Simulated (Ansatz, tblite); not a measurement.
# [ICl4]-: rung by rung

Aim: run the singlet of [ICl4]- at one geometry on many levels, and compare frontier levels, spin and run time.

Method: as each input shows; program: Ansatz 0.2.0, Gaussian basis.

The runs, in order: GFN1-xTB, GFN2-xTB, PBE-D4/def2-TZVPD, r2SCAN-D4/def2-TZVPD, B3LYP-D4/def2-TZVPD, HSE06-D4/def2-TZVPD, LDA/def2-TZVPD, BHLYP-D4/def2-TZVPD, LC-ωPBE/def2-TZVPD, r2SCAN0-D4/def2-TZVPD, PBE-QIDH/def2-TZVPD, LC-ωPBE(0.10)/def2-TZVPD, LC-ωPBE(0.15)/def2-TZVPD, LC-ωPBE(0.20)/def2-TZVPD, LC-ωPBE(0.30)/def2-TZVPD, PBE-D4/def2-SVPD, PBE0-D4/def2-SVPD, CCSD(T)/def2-SVPD, RPA/def2-SVPD.

## 1. The relaxed structure

The singlet was relaxed beforehand with PBE-D4/def2-SVPD.

5 atoms, charge -1, spin multiplicity 1.

Bond lengths: I1–Cl2 2.573 Å, I1–Cl3 2.573 Å, I1–Cl4 2.573 Å, I1–Cl5 2.573 Å. Angles: Cl2–I1–Cl3 90.0°, Cl2–I1–Cl4 180.0°, Cl2–I1–Cl5 90.0°, Cl3–I1–Cl4 90.0°, Cl3–I1–Cl5 180.0°, Cl4–I1–Cl5 90.0°.

I takes a core potential in the def2 sets. No spin-orbit coupling is included. The ion is computed in the gas phase, without counter-ions or solvent.

PBE0-D4/def2-TZVPD was run before; its log isn't repeated, and its numbers join the tables.

## 2. GFN1-xTB

Tight binding, by tblite at 300 K electronic temperature and without a spin-polarisation term:

```python
tblite.interface.Calculator('GFN1-xTB', numbers, positions, charge=-1, uhf=0).singlepoint()
```

Energy -579.8025 eV, HOMO -8.26 eV, LUMO -4.37 eV; 0.005 s.

## 3. GFN2-xTB

Tight binding, by tblite at 300 K electronic temperature and without a spin-polarisation term:

```python
tblite.interface.Calculator('GFN2-xTB', numbers, positions, charge=-1, uhf=0).singlepoint()
```

Energy -606.9117 eV, HOMO -7.28 eV, LUMO -4.47 eV; 0.004 s.

## 4. PBE-D4/def2-TZVPD

start.molden holds the orbitals of an earlier run on this state, given as this run's starting guess.

Contents of in.yaml:

```yaml
crystal:
  periodic: [false, false, false]
  atoms:
    - {symbol: I, position_ang: [0.000071, -0.000056, 0.000012]}
    - {symbol: Cl, position_ang: [2.573248, -0.027630, 0.003573]}
    - {symbol: Cl, position_ang: [0.027531, 2.573087, 0.008449]}
    - {symbol: Cl, position_ang: [-2.573057, 0.027803, -0.003572]}
    - {symbol: Cl, position_ang: [-0.027802, -2.573205, -0.008462]}
basis:
  gaussian: {orbitals: def2-TZVPD, initial_orbitals: start.molden}
total_charge: -1
hamiltonian: {xc: pbe, dispersion: d4}
scf: {omitted_lower_state_checks: [starts]}
output: {orbitals: {seedname: orbitals}}
```

On the command line:

```sh
$ ansatz run in.yaml --threads 4 --pin off --events-out ev --progress --plain --max-ram 3916MiB
```

After this run come: r2SCAN-D4/def2-TZVPD; B3LYP-D4/def2-TZVPD; HSE06-D4/def2-TZVPD; LDA/def2-TZVPD; BHLYP-D4/def2-TZVPD; LC-ωPBE/def2-TZVPD; r2SCAN0-D4/def2-TZVPD; PBE-QIDH/def2-TZVPD; LC-ωPBE(0.10)/def2-TZVPD; LC-ωPBE(0.15)/def2-TZVPD; LC-ωPBE(0.20)/def2-TZVPD; LC-ωPBE(0.30)/def2-TZVPD; PBE-D4/def2-SVPD; PBE0-D4/def2-SVPD; CCSD(T)/def2-SVPD; RPA/def2-SVPD.

Q: Predict the results of all the runs planned. Wanted: gap in def2-TZVPD, named functionals, smallest and largest; gap over the ω; correlation energy, CCSD(T)/def2-SVPD; PBE0 total energy, smallest basis above largest.

The runs gave:

| quantity | value |
| --- | --- |
| gap in def2-TZVPD, named functionals, smallest and largest | 2.41 eV (LDA), 8.79 eV (LC-ωPBE) |
| gap over the ω (1/bohr) | 5.26 eV at 0.1, 8.79 eV at 0.4 |
| correlation energy, CCSD(T)/def2-SVPD | -23.02 eV |
| PBE0 total energy, smallest basis above largest | 16.72 eV (def2-SVPD, def2-TZVPD) |

**Reading.** Over the named functionals in def2-TZVPD the gap runs from 2.41 eV (LDA) to 8.79 eV (LC-ωPBE); exact exchange widens it. Raising the ω (1/bohr) from 0.1 to 0.4 moves the HOMO by -2.45 eV and the LUMO by +1.07 eV.
